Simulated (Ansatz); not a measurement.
# singlet SnH2F+ at 6 levels

Aim: a comparison of 6 runs (HF/3-21G, B3LYP/def2-TZVPP, BHLYP/def2-TZVPP, SVWN5/def2-TZVPP, wB97M-V/def2-TZVPP, wB97X/def2-TZVPP) of singlet SnH2F+. 

The calculation is run with Ansatz 0.2.0.

36 further runs of the same task are left out: 36 set aside as unsound or not needed.

**1. The structure to begin with**

The species is SnH2F+ (4 atoms), meant as a singlet with charge +1. SMILES of the parent species: `[F][SnH2]`. The shape is that of a PBE0-D4/def2-TZVP optimisation. That shape belongs to the parent species and isn't relaxed for this state.

Bond lengths: F1–Sn2 1.932 Å, Sn2–H3 1.726 Å, Sn2–H4 1.726 Å. Angles: F1–Sn2–H3 103.3°, F1–Sn2–H4 103.3°, H3–Sn2–H4 113.3°.

**2. A single-point energy at HF/3-21G (run 1)**

Input file in.yaml:

```yaml
crystal:
  periodic: [false, false, false]
  atoms:
    - {symbol: F, position_ang: [-1.552600, -0.190000, 0.640700]}
    - {symbol: Sn, position_ang: [0.028300, -0.242200, -0.468300]}
    - {symbol: H, position_ang: [1.184100, -1.054400, 0.524100]}
    - {symbol: H, position_ang: [0.395700, 1.426200, -0.716700]}
basis:
  gaussian:
    orbitals: 3-21G-spherical.json
total_charge: 1
hamiltonian:
  xc: hf
accuracy: high
output: {orbitals: {seedname: orbitals}}
```

The basis set 3-21G is read from a file made from the Basis Set Exchange's data (not shown).

Run with:

```
$ ansatz run in.yaml --threads 1 --pin off --max-ram 3480MiB --events-out events.jsonl --progress --plain --runs-dir runs
```

Output:

```text
Warning: RAYON_NUM_THREADS=1 ignored (pool sized by the plan → 1); use --threads N
Functional definition: HF
  name "HF"
  exchange = exact_x
  correlation = 0
836 factors; integrals over basis functions are off by at most 9.7e-9 eV
mean field evaluation 1: about -165874.2495 eV, gradient 6.4e1 eV
mean field evaluation 2: about -165874.3806 eV, gradient 6.3e1 eV
mean field evaluation 4: about -165880.7223 eV, gradient 4.0e0 eV
mean field evaluation 8: about -165880.8429 eV, gradient 3.9e-1 eV
mean field evaluation 16: about -165880.8450 eV, gradient 4.1e-7 eV
mean field -165880.84501306 eV, -6096.0086161547 hartree, gradient 1.7e-8 eV, S^2 0.000000; 0 other end points of the search recorded, 0 dependent functions left out
reference -165880.84501306 eV, -6096.0086161547 hartree; 30, 30 occupied and 14, 14 virtual orbitals, 836 factors
Total energy: -165880.84501306 eV, -6096.0086161547 hartree
```

Wall time 0.68 s (1 thread of Arm Neoverse V1, shared host); peak memory 0.098 GiB.

**3. A single-point energy at B3LYP/def2-TZVPP (core potential) (run 2)**

Input file in.yaml:

```yaml
crystal:
  periodic: [false, false, false]
  atoms:
    - symbol: F
      position_ang: [-1.552600, -0.190000, 0.640700]
    - symbol: Sn
      position_ang: [0.028300, -0.242200, -0.468300]
    - symbol: H
      position_ang: [1.184100, -1.054400, 0.524100]
    - symbol: H
      position_ang: [0.395700, 1.426200, -0.716700]
basis:
  gaussian:
    orbitals: def2-TZVPP
total_charge: 1
hamiltonian:
  xc: {name: B3LYP}
accuracy: high
output: {orbitals: {seedname: orbitals}}
```

Run with:

```
$ ansatz run in.yaml --threads 1 --pin off --max-ram 3480MiB --events-out events.jsonl --progress --plain --runs-dir runs
```

Output:

```text
Warning: RAYON_NUM_THREADS=1 ignored (pool sized by the plan → 1); use --threads N
Functional definition: B3LYP
  name "B3LYP"
  parameter a0 = 0.2
  parameter ax = 0.72
  parameter ac = 0.81
  exchange = (1 - a0 - ax)*slater_x + ax*b88_x + a0*exact_x
  correlation = (1 - ac)*vwn_rpa_c + ac*lyp_c
1918 factors; integrals over basis functions are off by at most 3.5e-9 eV
mean field evaluation 1: about -8559.4769 eV, gradient 1.0e2 eV
mean field evaluation 2: about -8298.8073 eV, gradient 2.5e2 eV
mean field evaluation 4: about -8573.7445 eV, gradient 2.4e1 eV
mean field evaluation 8: about -8574.7534 eV, gradient 3.5e-1 eV
mean field evaluation 16: about -8574.7485 eV, gradient 7.0e-5 eV
mean field -8574.74847565 eV, -315.1161943067 hartree, gradient 1.7e-8 eV, S^2 0.000000; 0 other end points of the search recorded, 0 dependent functions left out
reference -8574.74850994 eV, -315.1161955670 hartree; 16, 16 occupied and 93, 93 virtual orbitals, 1918 factors
Total energy: -8574.74850994 eV, -315.1161955670 hartree
```

Run time: 6.6 s. Hardware: 1 thread of Arm Neoverse V1, shared host; peak memory 0.29 GiB.

Runs 3 to 5 aren't shown in full; the table further down has their settings and results.

**4. A single-point energy at wB97X/def2-TZVPP (core potential) (run 6)**

Input file in.yaml:

```yaml
crystal:
  periodic: [false, false, false]
  atoms:
    - {symbol: F, position_ang: [-1.552600, -0.190000, 0.640700]}
    - {symbol: Sn, position_ang: [0.028300, -0.242200, -0.468300]}
    - {symbol: H, position_ang: [1.184100, -1.054400, 0.524100]}
    - {symbol: H, position_ang: [0.395700, 1.426200, -0.716700]}
basis:
  gaussian:
    orbitals: def2-TZVPP
total_charge: 1
hamiltonian:
  xc: {name: wB97X}
accuracy: high
output: {orbitals: {seedname: orbitals}}
```

Run with:

```
$ ansatz run in.yaml --threads 1 --pin off --max-ram 3480MiB --events-out events.jsonl --progress --plain --runs-dir runs
```

Output:

```text
Warning: RAYON_NUM_THREADS=1 ignored (pool sized by the plan → 1); use --threads N
Functional definition: wB97X
  name "wB97X"
  parameter omega = 0.3/bohr
  parameter cx = 0.157706
  parameter cx1 = 0.726479
  parameter cx2 = 1.04760
  parameter cx3 = -5.70635
  parameter cx4 = 13.2794
  parameter css1 = -4.33879
  parameter css2 = 18.2308
  parameter css3 = -31.7430
  parameter css4 = 17.2901
  parameter cos1 = 2.37031
  parameter cos2 = -11.3995
  parameter cos3 = 6.58405
  parameter cos4 = -3.78132
  exchange = spin_sum(e_x_unif_sr(omega)*poly(b97_u_x, 1 - cx, cx1, cx2, cx3, cx4)) + cx*exact_x_sr(omega)
      + exact_x_lr(omega)
  correlation = spin_sum(e_c_pw_same_spin*poly(b97_u_same, 1, css1, css2, css3, css4))
      + integral(e_c_pw_opposite_spin*poly(b97_u_opposite, 1, cos1, cos2, cos3, cos4))
1918 factors; integrals over basis functions are off by at most 3.5e-9 eV
320 factors; integrals over basis functions are off by at most 1.7e-9 eV
mean field evaluation 1: about -8560.2602 eV, gradient 9.3e1 eV
mean field evaluation 2: about -8464.9893 eV, gradient 2.2e2 eV
mean field evaluation 4: about -8573.1626 eV, gradient 3.4e0 eV
mean field evaluation 8: about -8573.1762 eV, gradient 6.9e-1 eV
mean field evaluation 16: about -8573.1773 eV, gradient 2.3e-4 eV
mean field -8573.17729893 eV, -315.0584546275 hartree, gradient 5.4e-8 eV, S^2 0.000000; 0 other end points of the search recorded, 0 dependent functions left out
reference -8573.17729592 eV, -315.0584545166 hartree; 16, 16 occupied and 93, 93 virtual orbitals, 1918 factors
Total energy: -8573.17729592 eV, -315.0584545166 hartree
```

It took 20 s on 1 thread of Arm Neoverse V1, shared host; peak memory 0.46 GiB.

**5. The series**

```csv
run,level,core potential,energy (Eh),HOMO energy (eV),LUMO energy (eV),HOMO–LUMO gap (eV),wall time
1,HF/3-21G,none,-6096.008616,-18.88,-8.14,10.75,0.68 s
2,B3LYP/def2-TZVPP (core potential),def2-TZVPP,-315.116196,-15.84,-11.68,4.15,6.6 s
3,BHLYP/def2-TZVPP (core potential),def2-TZVPP,-314.927905,-17.32,-10.61,6.71,6.6 s
4,SVWN5/def2-TZVPP (core potential),def2-TZVPP,-314.055666,-14.69,-12.33,2.36,4.5 s
5,wB97M-V/def2-TZVPP (core potential),def2-TZVPP,-314.959610,-18.23,-9.29,8.94,40 s
6,wB97X/def2-TZVPP (core potential),def2-TZVPP,-315.058455,-18.38,-9.29,9.09,20 s
```

**6. What came out**

| quantity | value |
| --- | --- |
| run 6: total energy | -315.05845 Eh |
| run 6: HOMO energy | -18.38 eV |
| run 6: LUMO energy | -9.29 eV |
| run 6: HOMO–LUMO gap | 9.09 eV |

What this shows: The HOMO–LUMO gap runs from 2.36 eV (SVWN5/def2-TZVPP) to 10.75 eV (HF/3-21G). The two ends differ in method and basis and core potential. Totals of different functionals can't be ranked against each other. Some runs of one species differ in core potentials or relativity; totals across that change don't compare. In run 1 relativity is left out where basis or elements ask for it. All runs together took 78 s, the longest 40 s.
